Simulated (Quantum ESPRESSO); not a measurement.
The system is Ta, a sheet with vacuum.

```
Ta
1.0
     2.71898    0.00000    0.00000
     0.00000    2.71898    0.00000
     0.00000    0.00000   28.48664
Ta
2
Direct
  0.00000 0.50000 0.30264
  0.50000 0.00000 0.22392
```

The cell was built by a generator and needn't be a form met in nature.

A sound run:

| Property | Result |
| --- | --- |
| Program | Quantum ESPRESSO 7.5 |
| Task | work function |
| Functional | PBE |
| Potentials or basis | PseudoDojo 0.4.1 SR PBE standard |
| Cutoff | 789 eV |
| Density cutoff | 3157 eV |
| k mesh | 10 × 10 × 1 |
| Occupations | fermi-dirac, width 0.05 eV |
| Spin | no spin polarisation |

It gives largest force 0.073 eV/Å; band gap on the k mesh none (metal or under the smearing width).

**Question.** What do these careless settings give instead: cutoff 231 eV in place of 789 eV; density cutoff 952 eV in place of 3157 eV?

**Answer.** Largest force 0.063 eV/Å; band gap on the k mesh none (metal or under the smearing width). The run converged, but these numbers show the error of the settings and aren't properties of the sheet.
